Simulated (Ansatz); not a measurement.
# CH₆F₂O₂Si₂: one species, many methods

An exercise on one series of results from a longer session: the logs are not shown, and one member is left open.

The runs use Ansatz 0.2.0, Gaussian basis; functionals in def2-TZVPP, the program's frozen cores in correlated methods.

Levels to be run: PBE-D4, r2SCAN-D4, PBE0-D4, B3LYP-D4, ωB97X-V, ωB97M-V, B2PLYP; CCSD(T)/def2-TZVPP; MP2/def2-QZVPP; extrapolation to the limit.

**The relaxed structure**

The geometry comes from an earlier relaxation with PBE0-D4 in a triple-zeta def2 set; it is a stationary point, not always the lowest conformer.

SMILES `C[SiH](O)[Si](O)(F)F`, 13 atoms, charge 0, spin multiplicity 1.

Atoms are counted from 1 here; the program's logs count them from 0.

Bond lengths: C1–Si2 1.856 Å, C1–H8 1.092 Å, C1–H9 1.093 Å, C1–H10 1.093 Å, Si2–O3 1.652 Å, Si2–Si4 2.344 Å, Si2–H11 1.492 Å, O3–H12 0.959 Å, Si4–O5 1.628 Å, Si4–F6 1.596 Å, Si4–F7 1.595 Å, O5–H13 0.960 Å. Angles: Si2–C1–H8 110.9°, Si2–C1–H9 110.5°, Si2–C1–H10 110.2°, H8–C1–H9 108.4°, H8–C1–H10 108.5°, H9–C1–H10 108.2°, C1–Si2–O3 107.8°, C1–Si2–Si4 112.2°, C1–Si2–H11 110.6°, O3–Si2–Si4 107.9°, O3–Si2–H11 111.3°, Si4–Si2–H11 107.2°, Si2–O3–H12 117.1°, Si2–Si4–O5 107.1°, Si2–Si4–F6 113.1°, Si2–Si4–F7 113.5°, O5–Si4–F6 109.4°, O5–Si4–F7 109.9° and more.

The first run:

in.yaml

```yaml
crystal:
  periodic: [false, false, false]
  atoms:
    - {symbol: C, position_ang: [-0.246281, -0.018061, -2.107866]}
    - {symbol: Si, position_ang: [0.409129, -0.609020, -0.475575]}
    - {symbol: O, position_ang: [-0.395075, -1.997585, -0.082438]}
    - {symbol: Si, position_ang: [0.042484, 0.945504, 1.240605]}
    - {symbol: O, position_ang: [0.057811, 0.120793, 2.644723]}
    - {symbol: F, position_ang: [-1.345175, 1.719983, 1.096708]}
    - {symbol: F, position_ang: [1.129470, 2.111663, 1.284447]}
    - {symbol: H, position_ang: [-1.311659, 0.210554, -2.040457]}
    - {symbol: H, position_ang: [0.280880, 0.884071, -2.428493]}
    - {symbol: H, position_ang: [-0.104304, -0.786115, -2.871972]}
    - {symbol: H, position_ang: [1.881181, -0.838658, -0.554352]}
    - {symbol: H, position_ang: [-0.303467, -2.315922, 0.817378]}
    - {symbol: H, position_ang: [-0.094974, 0.572793, 3.477271]}
basis:
  gaussian: {orbitals: def2-TZVPP}
hamiltonian: {xc: pbe, dispersion: d4}
output: {forces: true, orbitals: {seedname: orbitals}}
```

Launch:

```bash
$ ansatz run in.yaml --threads 2 --pin off --events-out ev --progress --plain --max-ram 22528MiB --backend cuda --devices 0, --max-vram 18GiB
```

Among the steps run: PBE-D4 (GGA); r2SCAN-D4 (meta-GGA); PBE0-D4 (hybrid); B3LYP-D4 (hybrid); ωB97X-V (range-separated); ωB97M-V (range-separated); B2PLYP (double hybrid); CCSD(T) in def2-TZVPP; MP2 in def2-QZVPP.

One of the session's tables, all rows but one given; the rest of the session is left out.

| method | atomisation energy (kJ/mol) |
| --- | --- |
| PBE-D4 | 5244.0 |
| r2SCAN-D4 | 5199.9 |
| PBE0-D4 | 5140.0 |
| B3LYP-D4 | 5161.6 |
| ωB97X-V | 5204.7 |
| ωB97M-V | ? |
| B2PLYP | 5129.1 |
| HF/def2-TZVPP | 3809.4 |
| MP2/def2-TZVPP | 5198.6 |
| CCSD/def2-TZVPP | 4989.5 |
| CCSD(T)/def2-TZVPP | 5062.2 |
| MP2/CBS | 5355.4 |
| CCSD(T)/CBS | 5219.0 |

Q: Estimate the row for ωB97M-V from the others.

The run gave: atomisation energy (kJ/mol): 5199.8. In the column «atomisation energy (kJ/mol)» it lies between MP2/def2-TZVPP (5198.6) and r2SCAN-D4 (5199.9).
